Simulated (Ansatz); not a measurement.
# LuP (rocksalt): from the first guess to the electronic structure

What volume does LuP (rocksalt) take, and is it a metal or an insulator at this level? The pressure is brought towards zero step by step, and the electronic structure follows. The start comes from a prototype table, not from a measured structure.

Computed with Ansatz 0.2.0 (DFT PBEsol, scalar-relativistic, plane waves, PAW, unless a step's input says otherwise).

## (1) The structure to begin with

Symmetry: Fm-3m, No. 225, cubic system. The conventional cell has a = 5.642 Å, b = 5.642 Å, c = 5.642 Å, α = 90.00°, β = 90.00°, γ = 90.00°. Lu (site symmetry m-3m) has 6 P at 2.82 Å as nearest neighbours. P (site symmetry m-3m) has 6 Lu at 2.82 Å as nearest neighbours.

As a file:

```cif
data_structure
_symmetry_space_group_name_H-M 'P 1'
_symmetry_Int_Tables_number 1
_cell_length_a 3.9895
_cell_length_b 3.9895
_cell_length_c 3.9895
_cell_angle_alpha 60.000
_cell_angle_beta 60.000
_cell_angle_gamma 60.000
_cell_volume 44.90
loop_
_atom_site_label
_atom_site_type_symbol
_atom_site_fract_x
_atom_site_fract_y
_atom_site_fract_z
_atom_site_occupancy
Lu1 Lu 0.50000 0.50000 0.50000 1
P1 P 0.00000 0.00000 0.00000 1
```

## (2) The first run

Input file input.yaml:

```yaml
crystal:
  lattice:
    - [0.0, 2.821, 2.821]
    - [2.821, 0.0, 2.821]
    - [2.821, 2.821, 0.0]
  atoms:
    - { symbol: Lu, position: [0.5, 0.5, 0.5] }
    - { symbol: P, position: [0.0, 0.0, 0.0] }
basis:
  ecutwfc: 420
  ecutrho_ratio: 4
kpoints:
  mp_grid: { grid: [10, 10, 10] }
hamiltonian:
  xc: pbesol
scf:
  occupations: { method: gaussian, width: 0.05 }
output:
  forces: true
  stress: true
  eigenvalues: true
```

What it wrote, shortened:

```text
Warning: RAYON_NUM_THREADS=4 ignored (pool sized by the plan → 4); use --threads N
[...]
Pseudopotentials: kind: paw
Pseudopotential: Lu, paw, valence charge 25, recommended cutoff 420 eV (normal), Lu.paw.azcp
Pseudopotential: P, paw, valence charge 5, recommended cutoff 420 eV (normal), P.paw.azcp
Functional definition: PBEsol
[...]
Crystal: 2 atoms, lattice volume = 44.899 Å³
Basis set: ecut = 420 eV, 893 PW (Γ), exchange–correlation on 54×54×54 points (8 copies of the dense FFT grid, shifted against one another)
Bands: 19, of which v1, the nominal top of the filled ones, is band 15 counted from 1 (14 counted from 0)
Symmetry: 48 space group operations
Space group: Fm-3m (ITA 225), of the structure as read, at distance tolerance 3.6e-5 Å
k-points: 47 of 1000
[...]
SCF iter   1: F=—  HF=-15354.622336 eV  |F-HF|=—  |Δ(HF+E_count)|=         —  Δρ=3.44e-3  dr2=9.87e-3  ethr=1.77e-3  ⟨swp⟩=5.4  Hψ=5014  notcnv=0
[...]
SCF iter   6: F=-15354.618368 eV  HF=-15354.618368 eV  |F-HF|=4.29e-8  |Δ(HF+E_count)|=   4.30e-8  Δρ=9.34e-6  dr2=5.29e-8  ethr=3.33e-10  ⟨swp⟩=8.8  Hψ=5844  notcnv=0
[...]
SCF converged after 6 iterations
Free energy (F): -15354.618368 eV
[...]
E sigma→0 (E₀):  -15354.618173 eV
Entropy (-TS):   -0.000391 eV (-0.195 meV/atom)
Fermi energy:    11.527613 eV
[...]
--- Forces (eV/Å), atoms counted from 1 ---
  atom   1  Lu     0.00000000     0.00000000    -0.00000000
  atom   2  P     -0.00000000     0.00000000     0.00000000
[...]
--- Stress (GPa, compression-positive) ---
       -8.112418       0.000000       0.000000
        0.000000      -8.112418       0.000000
        0.000000       0.000000      -8.112418
  P = ⅓ Tr σ = -8.1124 GPa (-81.124 kbar)
--- Band table (eV; the first three rows and the last of 47) ---
  k-point 0: bands = ["-44.3798", "-15.0053", "-15.0053", "-15.0053", "0.7005", "6.7931", "6.7931", "6.7931", "6.8270", "6.8749", "6.8749", "6.8749", "11.9959", "11.9959", "11.9959", "13.0999", "13.0999", "13.0999", "13.8820"]
[...]
```

Wall time 1.1 s (4 threads of an Arm CPU, shared host); peak memory 0.35 GiB.

This gives: volume 22.450 Å³/atom, pressure -8.11 GPa, no gap.

## (3) Stepping to 21.235 Å³/atom

Changes to input.yaml since step 2:

```diff
@@ -2,5 +2,5 @@
   lattice:
-    - [0.0, 2.821, 2.821]
-    - [2.821, 0.0, 2.821]
-    - [2.821, 2.821, 0.0]
+    - [0.0, 2.7691987628, 2.7691987628]
+    - [2.7691987628, 0.0, 2.7691987628]
+    - [2.7691987628, 2.7691987628, 0.0]
   atoms:
```

What it wrote, shortened:

```text
Warning: RAYON_NUM_THREADS=4 ignored (pool sized by the plan → 4); use --threads N
[...]
Pseudopotentials: kind: paw
Pseudopotential: Lu, paw, valence charge 25, recommended cutoff 420 eV (normal), Lu.paw.azcp
Pseudopotential: P, paw, valence charge 5, recommended cutoff 420 eV (normal), P.paw.azcp
Functional definition: PBEsol
[...]
Crystal: 2 atoms, lattice volume = 42.471 Å³
Basis set: ecut = 420 eV, 869 PW (Γ), exchange–correlation on 54×54×54 points (8 copies of the dense FFT grid, shifted against one another)
Bands: 19, of which v1, the nominal top of the filled ones, is band 15 counted from 1 (14 counted from 0)
Symmetry: 48 space group operations
Space group: Fm-3m (ITA 225), of the structure as read, at distance tolerance 3.5e-5 Å
k-points: 47 of 1000
[...]
SCF iter   1: F=—  HF=-15354.717289 eV  |F-HF|=—  |Δ(HF+E_count)|=         —  Δρ=3.54e-3  dr2=9.50e-3  ethr=1.77e-3  ⟨swp⟩=5.6  Hψ=5133  notcnv=0
[...]
SCF iter   6: F=-15354.713458 eV  HF=-15354.713458 eV  |F-HF|=3.40e-9  |Δ(HF+E_count)|=   2.13e-7  Δρ=5.66e-6  dr2=9.20e-9  ethr=3.33e-10  ⟨swp⟩=9.7  Hψ=6133  notcnv=0
[...]
SCF converged after 6 iterations
Free energy (F): -15354.713458 eV
[...]
E sigma→0 (E₀):  -15354.713221 eV
Entropy (-TS):   -0.000475 eV (-0.237 meV/atom)
Fermi energy:    12.326441 eV
[...]
--- Forces (eV/Å), atoms counted from 1 ---
  atom   1  Lu     0.00000000    -0.00000000     0.00000000
  atom   2  P     -0.00000000    -0.00000000    -0.00000000
[...]
--- Stress (GPa, compression-positive) ---
       -4.280334       0.000000      -0.000000
       -0.000000      -4.280334       0.000000
       -0.000000      -0.000000      -4.280334
  P = ⅓ Tr σ = -4.2803 GPa (-42.803 kbar)
--- Band table (eV; the first three rows and the last of 47) ---
  k-point 0: bands = ["-43.3690", "-14.0077", "-14.0077", "-14.0077", "1.2571", "7.7642", "7.7642", "7.7642", "7.8127", "7.8677", "7.8677", "7.8677", "12.8872", "12.8872", "12.8872", "13.8666", "13.8666", "13.8666", "14.7122"]
[...]
```

It took 1.1 s on 4 threads of an Arm CPU, shared host; peak memory 0.34 GiB.

Result: volume 21.235 Å³/atom, pressure -4.28 GPa, no gap.

## (4) Stepping to 20.218 Å³/atom

Changes to input.yaml since step 3:

```diff
@@ -2,5 +2,5 @@
   lattice:
-    - [0.0, 2.7691987628, 2.7691987628]
-    - [2.7691987628, 0.0, 2.7691987628]
-    - [2.7691987628, 2.7691987628, 0.0]
+    - [0.0, 2.7242471407, 2.7242471407]
+    - [2.7242471407, 0.0, 2.7242471407]
+    - [2.7242471407, 2.7242471407, 0.0]
   atoms:
```

What it wrote, shortened:

```text
Warning: RAYON_NUM_THREADS=4 ignored (pool sized by the plan → 4); use --threads N
[...]
Pseudopotentials: kind: paw
Pseudopotential: Lu, paw, valence charge 25, recommended cutoff 420 eV (normal), Lu.paw.azcp
Pseudopotential: P, paw, valence charge 5, recommended cutoff 420 eV (normal), P.paw.azcp
Functional definition: PBEsol
[...]
Crystal: 2 atoms, lattice volume = 40.436 Å³
Basis set: ecut = 420 eV, 749 PW (Γ), exchange–correlation on 54×54×54 points (8 copies of the dense FFT grid, shifted against one another)
Bands: 19, of which v1, the nominal top of the filled ones, is band 15 counted from 1 (14 counted from 0)
Symmetry: 48 space group operations
Space group: Fm-3m (ITA 225), of the structure as read, at distance tolerance 3.4e-5 Å
k-points: 47 of 1000
[...]
SCF iter   1: F=—  HF=-15354.745991 eV  |F-HF|=—  |Δ(HF+E_count)|=         —  Δρ=3.57e-3  dr2=8.68e-3  ethr=1.77e-3  ⟨swp⟩=5.8  Hψ=5149  notcnv=0
[...]
SCF iter   6: F=-15354.742091 eV  HF=-15354.742091 eV  |F-HF|=1.44e-9  |Δ(HF+E_count)|=   3.38e-7  Δρ=5.46e-6  dr2=2.99e-9  ethr=3.33e-10  ⟨swp⟩=7.6  Hψ=6446  notcnv=0
[...]
SCF converged after 6 iterations
Free energy (F): -15354.742091 eV
[...]
E sigma→0 (E₀):  -15354.741793 eV
Entropy (-TS):   -0.000596 eV (-0.298 meV/atom)
Fermi energy:    13.079252 eV
[...]
--- Forces (eV/Å), atoms counted from 1 ---
  atom   1  Lu     0.00000000     0.00000000     0.00000000
  atom   2  P     -0.00000000    -0.00000000    -0.00000000
[...]
--- Stress (GPa, compression-positive) ---
       -0.059852      -0.000000       0.000000
       -0.000000      -0.059852      -0.000000
       -0.000000      -0.000000      -0.059852
  P = ⅓ Tr σ = -0.0599 GPa (-0.599 kbar)
--- Band table (eV; the first three rows and the last of 47) ---
  k-point 0: bands = ["-42.4528", "-13.1024", "-13.1024", "-13.1024", "1.7792", "8.6407", "8.6407", "8.6407", "8.7040", "8.7664", "8.7664", "8.7664", "13.7224", "13.7224", "13.7224", "14.5670", "14.5670", "14.5670", "15.4711"]
[...]
```

Wall time 1.1 s (4 threads of an Arm CPU, shared host); peak memory 0.34 GiB.

In short: volume 20.218 Å³/atom, pressure -0.06 GPa, metallic.

## (5) The way to zero pressure

```
step   level      mesh  relaxed  volume (Å³/atom)  pressure (GPa)
   2  PBEsol  10×10×10  nothing            22.450           -8.11
   3  PBEsol  10×10×10  nothing            21.235           -4.28
   4  PBEsol  10×10×10  nothing            20.218           -0.06
```

The cell before and after:

| cell as typed | before | after | change |
| --- | --- | --- | --- |
| a (Å) | 3.989 | 3.853 | -3.4 % |
| b (Å) | 3.989 | 3.853 | -3.4 % |
| c (Å) | 3.989 | 3.853 | -3.4 % |
| volume (Å³/atom) | 22.450 | 20.218 | -9.9 % |
| shortest distance (Å) | 2.821 | 2.724 | -3.4 % |
| space group | Fm-3m | Fm-3m | same |

## (6) Bands and density of states at the final cell

Changes to input.yaml since step 4:

```diff
@@ -13,2 +13,7 @@
   mp_grid: { grid: [10, 10, 10] }
+  band_path:
+    path:
+      - [[0.0, 0.0, 0.0], [0.5, 0.0, 0.5], [0.625, 0.25, 0.625]]
+      - [[0.375, 0.375, 0.75], [0.0, 0.0, 0.0], [0.5, 0.5, 0.5], [0.5, 0.25, 0.75], [0.5, 0.0, 0.5]]
+    npoints: 14
 hamiltonian:
@@ -17,2 +22,3 @@
   occupations: { method: gaussian, width: 0.05 }
+  n_extra_bands: 12
 output:
@@ -21 +27,5 @@
   eigenvalues: true
+  populations: true
+  hubbard: { sites: [{ species: Lu, l: f }] }
+  dos: { projected: true, de: 0.02, nscf_kmesh: { grid: [15, 15, 15] } }
+  bader: false
```

What it wrote:

```text
Warning: RAYON_NUM_THREADS=4 ignored (pool sized by the plan → 4); use --threads N
Lu: projections on atomic orbitals take those of the free atom [Kr 4d10] 4f14 5s2 5p6 5d1 6s2, of charge +0.00 (hamiltonian.pseudopotentials.projection_atoms); the dataset's partial waves leave at most 5.1e-5 of an orbital's norm unspanned inside its sphere
scf.n_extra_bands = 12 over 15 filled bands (N_el = 30.0): the run solves 27 bands
Engine: ansatz 0.2.0, aarch64-unknown-linux-gnu
Pseudopotentials: kind: paw
Pseudopotential: Lu, paw, valence charge 25, recommended cutoff 420 eV (normal), Lu.paw.azcp
Pseudopotential: P, paw, valence charge 5, recommended cutoff 420 eV (normal), P.paw.azcp
Functional definition: PBEsol
  exchange = pbesol_x
  correlation = pbesol_c
Crystal: 2 atoms, lattice volume = 40.436 Å³
Basis set: ecut = 420 eV, 749 PW (Γ), exchange–correlation on 54×54×54 points (8 copies of the dense FFT grid, shifted against one another)
Bands: 27, of which v1, the nominal top of the filled ones, is band 15 counted from 1 (14 counted from 0)
Symmetry: 48 space group operations
Space group: Fm-3m (ITA 225), of the structure as read, at distance tolerance 3.4e-5 Å
k-points: 47 of 1000
Non-local potential: Lu, projectors of the file, l = 0: 3, l = 1: 2, l = 2: 2, l = 3: 3
Non-local potential: P, projectors of the file, l = 0: 2, l = 1: 2, l = 2: 2
PAW form: soft (Blöchl's): semilocal exchange-correlation on the pseudo side does not see the compensation charge
PAW frozen core: Lu, regenerated for the run's functional, and the local potential with it (the file was generated under x = pbe(κ = 0.804, μ = 0.2195149727645171), c = pbe(β = 0.06672455060314922))
PAW frozen core: P, regenerated for the run's functional, and the local potential with it (the file was generated under x = pbe(κ = 0.804, μ = 0.2195149727645171), c = pbe(β = 0.06672455060314922))
PAW one-centre angular grid: Lu, 590 points (default); XC on 64 Gauss nodes
PAW one-centre angular grid: P, 110 points (default); XC on 64 Gauss nodes
Initial density: superposition of atomic densities (neutral atoms: chi_scale 0, normalization atom), corrected by the library's trained network
Initial wavefunctions: pseudopotential atomic-orbital guess
Functional: x = pbesol(κ = 0.804, μ = 0.12345679012345678), c = pbesol(β = 0.046)
SCF iter   1: F=—  HF=-15354.746372 eV  |F-HF|=—  |Δ(HF+E_count)|=         —  Δρ=3.57e-3  dr2=8.71e-3  ethr=1.77e-3  ⟨swp⟩=6.5  Hψ=7562  notcnv=0  defer=45
preconditioner: auto → none  [insulator: Δε(μ)=0.057 eV  Ē_g=17.947 eV  σ=0.050 eV  W_gap=0.58  n_scr=14 (ndim 8)  ℏωp=30.9 eV  f_vac=0.000  D(μ)=0.67/eV (n_scr^D=0)  ε∞_Penn≈4.0]
SCF iter   2: F=—  HF=-15354.742635 eV  |F-HF|=—  |Δ(HF+E_count)|=   3.74e-3  Δρ=1.73e-3  dr2=2.06e-3  ethr=2.90e-5  ⟨swp⟩=2.3  Hψ=2611  notcnv=0  defer=185
SCF iter   3: F=—  HF=-15354.742468 eV  |F-HF|=—  |Δ(HF+E_count)|=   1.67e-4  Δρ=1.11e-3  dr2=2.83e-4  ethr=6.87e-6  ⟨swp⟩=3.2  Hψ=2214  notcnv=0  defer=185
SCF iter   4: F=—  HF=-15354.742098 eV  |F-HF|=—  |Δ(HF+E_count)|=   3.70e-4  Δρ=2.45e-4  dr2=2.52e-5  ethr=9.43e-7  ⟨swp⟩=3.0  Hψ=2197  notcnv=0  defer=185
SCF iter   5: F=—  HF=-15354.742092 eV  |F-HF|=—  |Δ(HF+E_count)|=   6.22e-6  Δρ=1.00e-4  dr2=2.39e-6  ethr=8.42e-8  ⟨swp⟩=2.6  Hψ=1973  notcnv=0  defer=189
SCF iter   6: F=—  HF=-15354.742091 eV  |F-HF|=—  |Δ(HF+E_count)|=   7.79e-7  Δρ=4.03e-5  dr2=3.74e-7  ethr=7.97e-9  ⟨swp⟩=2.5  Hψ=1850  notcnv=0  defer=189
SCF iter   7: F=-15354.742091 eV  HF=-15354.742091 eV  |F-HF|=9.53e-10  |Δ(HF+E_count)|=   5.63e-8  Δρ=2.88e-6  dr2=1.79e-9  ethr=3.33e-10  ⟨swp⟩=12.3  Hψ=8907  notcnv=0
SCF 1 converged in 7 iterations: F = -15354.742091 eV  dr2 = 1.79e-9
NSCF: frozen V_eff on 86 k-points
NSCF: frozen V_eff on 120 k-points
SCF converged after 7 iterations
Free energy (F): -15354.742091 eV
Harris-Foulkes:  -15354.742091 eV  (|F-HF|=9.53e-10)
Internal energy: -15354.741495 eV  (E = F + TS)
E sigma→0 (E₀):  -15354.741793 eV
Entropy (-TS):   -0.000596 eV (-0.298 meV/atom)
Fermi energy:    13.079235 eV
--- Per-component energies (eV) ---
  E_band       = 28.585487
  E_kinetic    = 493.017916
  E_local      = -7053.159290  (includes V_loc(G=0)·N_el)
  E_nonlocal   = 614.753237
  E_hartree    = 2976.467706
  E_xc         = -279.986256
  E_vxc        = -321.460921  (∫ρ·V_xc dr)
  E_paw        = -7808.987078  (= ΣΔE_a)
  E_vpaw       = 342.494942  (= ΣTr[D̂ρ^β])
  E_aug_tail   = 0.000036  (compensation charges beyond the density's cutoff)
  E_ewald      = -4298.086028
  E_core_change = 1.238264  (= ΣΔE_core)
  E_smearing   = -0.000596  (= −TS)
  E_closure    = -0.000000  (closes the sum)
  Σ components = -15354.742091   (vs F -15354.742091, Δ=0.00e0)
--- Forces (eV/Å), atoms counted from 1 ---
  atom   1  Lu     0.00000000    -0.00000000    -0.00000000
  atom   2  P     -0.00000000     0.00000000    -0.00000000
  max |Σ_I F_I| component: 1.20e-28 eV/Å
--- Stress (GPa, compression-positive) ---
       -0.060037       0.000000       0.000000
        0.000000      -0.060037       0.000000
        0.000000       0.000000      -0.060037
  P = ⅓ Tr σ = -0.0600 GPa (-0.600 kbar)
--- Band table (eV; the first three rows and the last of 47) ---
  k-point 0: bands = ["-42.4527", "-13.1023", "-13.1023", "-13.1023", "1.7792", "8.6408", "8.6408", "8.6408", "8.7041", "8.7665", "8.7665", "8.7665", "13.7223", "13.7223", "13.7223", "14.5670", "14.5670", "14.5670", "15.4710", "15.4710", "17.6929", "21.8120", "28.0499", "28.0499", "28.0499", "29.9241", "29.9241"]
  k-point 1: bands = ["-42.4520", "-13.1242", "-13.1046", "-13.1046", "1.9306", "8.6334", "8.6475", "8.6475", "8.7066", "8.7615", "8.7615", "8.7666", "12.6484", "13.0428", "13.0428", "14.8402", "14.8402", "15.0020", "16.2717", "16.2717", "18.3828", "22.2981", "26.6342", "27.3027", "27.3027", "29.6509", "29.6509"]
  k-point 2: bands = ["-42.4503", "-13.1806", "-13.1106", "-13.1106", "2.3603", "8.6091", "8.6674", "8.6674", "8.7134", "8.7494", "8.7494", "8.7671", "11.0981", "12.1373", "12.1373", "15.3036", "15.3992", "15.3992", "17.7707", "17.7707", "19.7804", "23.2486", "25.0287", "25.6360", "25.6360", "29.0016", "29.0016"]
  k-point 46: bands = ["-42.4436", "-13.2506", "-13.2161", "-13.1830", "3.6676", "8.6567", "8.6961", "8.7167", "8.7371", "8.7394", "8.7508", "8.7596", "10.1120", "10.5020", "10.5379", "15.3940", "16.7343", "17.1808", "18.9580", "19.0358", "22.0257", "23.5658", "24.4704", "24.9060", "26.2698", "27.6098", "28.3463"]
--- Löwdin populations: 2 sites ---
  site symbol       q [e]
     0     Lu     24.6962
     1      P      5.2540
  spilling = 0.001662 (of n_electrons = 30.000000)
--- Occupation matrices: 1 shell (Löwdin-built; ε = 2.00e-2, provisional) ---
  Lu0 f_4F: site group Oh (m-3m)
  Lu0 f_4F -      Tr n = 6.9923  λ = 0.998 0.998 0.998 0.999 0.999 0.999 1.000  [7× z3 0.14 (T1u 0.43) T1u(0.43)]
  Tr n, λ and their labels are of the run-group-symmetrised matrices; stabiliser: 96 of 96 elements of G0×{1,Θ} (closed), max defect 5.7e-15 at τ = 4.2e-3
```

It took 3.5 s on 4 threads of an Arm CPU, shared host; peak memory 0.36 GiB.

In short: volume 20.218 Å³/atom, pressure -0.06 GPa, metallic.

From the band file, the three levels under and over the Fermi level at the path's corners (eV, zero at the Fermi level):

```
point             filled           empty
    Γ  -4.31 -4.31 -4.31  0.64 0.64 0.64
    X  -0.79 -0.76 -0.76  3.38 3.74 5.86
    U  -3.22 -3.04 -1.57  1.31 4.70 5.08
    K  -3.22 -3.04 -1.57  1.31 4.70 5.08
    L  -4.30 -2.26 -2.26  4.04 4.82 4.82
    W  -2.79 -2.79 -2.72  3.22 3.22 3.67
```

Bands that cross the Fermi level on the path (counted from 0), with the number of crossings: 12: 3, 13: 3, 14: 3, 15: 3.

States per cell in windows of 1 eV (zero at the Fermi level), total and by projection:

```
from  to  total  Lu 4f  Lu 5d  P 3p
  -7  -6   0.00   0.00   0.00  0.00
  -6  -5   0.01   0.00   0.00  0.00
  -5  -4  14.28  13.64   0.16  0.38
  -4  -3   1.42   0.26   0.26  0.73
  -3  -2   1.46   0.03   0.45  0.90
  -2  -1   2.30   0.04   0.79  1.41
  -1   0   0.53   0.01   0.15  0.35
   0   1   0.27   0.00   0.16  0.09
   1   2   0.58   0.00   0.43  0.10
   2   3   1.00   0.00   0.74  0.13
   3   4   1.55   0.00   1.09  0.12
   4   5   2.53   0.00   1.65  0.20
   5   6   2.26   0.00   1.57  0.27
```

The projection uses the shells of the potentials' files: it has no valence p orbitals on Lu, so such weight is missing from the shares.

The shells' filling, with natural orbitals sorted by occupation:

```
         shell    channel  electrons  over 0.8  0.2 to 0.8  under 0.2
Lu 4f (atom 1)  each spin       6.99         7           0          0
```

## (7) Summary of results

```
                 quantity                                                                      value
              space group                                                            Fm-3m (No. 225)
        conventional cell  a = 5.448 Å, b = 5.448 Å, c = 5.448 Å, α = 90.00°, β = 90.00°, γ = 90.00°
                   volume                                                             20.218 Å³/atom
                 pressure                                                                  -0.06 GPa
                      gap                                                               none (metal)
states at the Fermi level                                                       0.21 per eV per cell
```

From the first run shown, the volume went from 22.45 to 20.22 Å³/atom (-9.9 %) in 3 runs, where the pressure is zero within 0.06 GPa. Bands cross the Fermi level, so it is a metal at this level, though with only 0.2 states per eV per cell at the Fermi level; the largest share of the states at the Fermi level is P 3p (52 % of the projected weight, then Lu 5d with 46 %). Spin–orbit coupling is left out, though the cell holds Lu; it splits the 4f levels.
